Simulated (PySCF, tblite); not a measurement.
# C₄H₆GeO₃S: geometry, infrared bands and NMR shifts

Aim: predict the infrared bands and NMR shifts of C₄H₆GeO₃S (`O=[C](O)[Ge@H]1[S]CC[C]1=O`).

Computed with tblite 0.8.0 and PySCF 2.14.0, with density-fitted response routines of our own, on a single molecule in the gas phase. Atoms are numbered from 0 throughout.

**1. The molecule as given**

15 atoms, charge 0, multiplicity 1; geometry from: force field or distance geometry start.

Bonds of the start (Å): O0–C1 1.27, C1–O2 1.38, C1–Ge3 1.91, Ge3–S4 2.22, S4–C5 1.84, C5–C6 1.54, C6–C7 1.49, C7–O8 1.22, C7–Ge3 1.88, O2–H9 1.01, Ge3–H10 1.55, C5–H11 1.11, C5–H12 1.12, C6–H13 1.11, C6–H14 1.12.

**2. Optimising the geometry with GFN2-xTB**

What the job is given:

```
{"job": {"kind": "relax", "xc": "GFN2-xTB", "basis": "xTB"}, "charge": 0, "multiplicity": 1}
O      3.486100     0.013100     0.308900
C      2.255200     0.339900     0.278900
O      1.867700     1.594400     0.712600
Ge     0.948500    -0.931400    -0.293400
S     -0.312000    -1.574700     1.416100
C     -1.508700    -0.222500     1.052800
C     -1.762500    -0.033400    -0.454500
C     -0.462300    -0.073600    -1.187100
O     -0.336800     0.376500    -2.314000
H      2.533000     2.278700     1.030800
H      1.537600    -2.137800    -1.073300
H     -2.465000    -0.442200     1.575100
H     -1.099400     0.723800     1.485300
H     -2.416100    -0.851200    -0.827200
H     -2.269900     0.948200    -0.617900
```

On the command line:

```
$ OMP_NUM_THREADS=1 python probes_run.py task.json out
```

One launch serves the whole session: the jobs run in the order shown.

**Question.** This job is followed by: GFN2-xTB harmonic vibrations, gas phase; GIAO PBE0/pcSseg-1 NMR shielding, non-relativistic, gas phase. What will the session give for the following? strongest single infrared mode (GFN2-xTB); zero-point energy (GFN2-xTB); ¹³C shifts against TMS (PBE0/pcSseg-1); ¹H shifts against TMS (PBE0/pcSseg-1); ¹⁷O shifts against H2O (PBE0/pcSseg-1); ⁷³Ge shifts against GeMe4 (PBE0/pcSseg-1); ³³S shifts against CS2 (PBE0/pcSseg-1).

As calculated:

| quantity | value |
| --- | --- |
| strongest single infrared mode (GFN2-xTB) | 1855 cm⁻¹, 496 km/mol |
| zero-point energy (GFN2-xTB) | 59.0 kcal/mol |
| ¹³C shifts against TMS (PBE0/pcSseg-1) | 238.7, 179.4, 49.5, 29.8 ppm |
| ¹H shifts against TMS (PBE0/pcSseg-1) | 6.53, 5.29, 3.21, 3.04, 2.57, 2.13 ppm |
| ¹⁷O shifts against H2O (PBE0/pcSseg-1) | 799.5, 497.7, 224.4 ppm |
| ⁷³Ge shifts against GeMe4 (PBE0/pcSseg-1) | -156 ppm |
| ³³S shifts against CS2 (PBE0/pcSseg-1) | -97 ppm |

The optimisation took 94 steps and gained 0.823 eV; among the close pairs (by a distance rule), Ge3–C7 changed most, from 1.877 to 2.050 Å. No mode is imaginary among the 39: a minimum at this level. The strongest single mode, at 1855 cm⁻¹, moves mainly H10. GFN2-xTB is a fitted tight-binding method: band positions and strengths are rough. Its intensities can rank the bands wrongly. At PBE0/pcSseg-1: The widest tensor belongs to O8: span 1583 ppm, with a paramagnetic part of -863 ppm. Spin-orbit coupling is left out, which matters for shieldings and couplings at and beside the heavy atoms.
